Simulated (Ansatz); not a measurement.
## BaAlSiH, space group P3m1: the levels without and with spin-orbit coupling, step by step

With the Ansatz DFT code, driven from Python.

Typed at the interpreter:
```pycon
>>> import warnings
>>> import ansatz as az
>>> warnings.simplefilter('ignore', az.DeckWarning)
>>> structure = (
...     az.Lattice.from_parameters(4.33422752, 4.33422752, 5.262552, alpha=90, beta=90, gamma=120)
...     .space_group(156)
...     .atom('Ba', (0.0, 0.0, 0.000436))
...     .atom('Al', (2 / 3, 1 / 3, 0.465248))
...     .atom('Si', (1 / 3, 2 / 3, 0.542307))
...     .atom('H', (2 / 3, 1 / 3, 0.13491))
... )
>>> structure.resolved().tree()['lattice']
((4.33422752, 0.0, 0.0), (-2.167113759999999, 3.753551138101626, 0.0), (3.222383731073251e-16, 5.581332343702235e-16, 5.262552000000001))
>>> calculation = (
...     structure.calculation()
...     .functional('PBEsol')
...     .basis(38 * az.Ry)
...     .kpoints(6, 6, 4, center='gamma')
...     .occupations(az.OccupationsMethod.FIXED)
...     .band_table()
... )
>>> for label, variant in (('scalar-relativistic', calculation), ('spin-orbit', calculation.spin(soc=True))):
...     summary = variant.run(threads=1).report
...     zero = summary['band_edges_ev'][0] if summary.get('band_edges_ev') else summary['fermi_energy_ev']
...     near = [round(e - zero, 3) for e in summary['eigenvalues_ev'][0] if abs(e - zero) < 2]
...     print(label)
...     print('  band edges (eV):', [round(e, 3) for e in summary.get('band_edges_ev') or []] or 'none reported')
...     print('  levels at k =', summary['kpoints_frac'][0], 'within 2 eV of the zero:', near)
...
scalar-relativistic
  band edges (eV): [6.699, 7.429]
  levels at k = [0.0, 0.0, 0.0] within 2 eV of the zero: [-0.753, -0.418, -0.418, 1.331]
spin-orbit
  band edges (eV): [6.699, 7.428]
  levels at k = [0.0, 0.0, 0.0] within 2 eV of the zero: [-0.754, -0.754, -0.425, -0.425, -0.414, -0.414, 1.33, 1.33]
```

Caveats:
- The computed bands are complete only to about 2.6 eV above the Fermi level.
- The structure comes from a database of computed cells and needn't be a stable or known phase.
- Gaps and levels are Kohn-Sham values on a finite set of k-points.
- With spin-orbit coupling each level holds one electron and, with inversion or at time-reversal points, comes in pairs; a window in energy can cut a split set.
- Timing: 23 s on 1 thread of Arm Neoverse V2, on a shared host, peak memory 0.65 GiB.
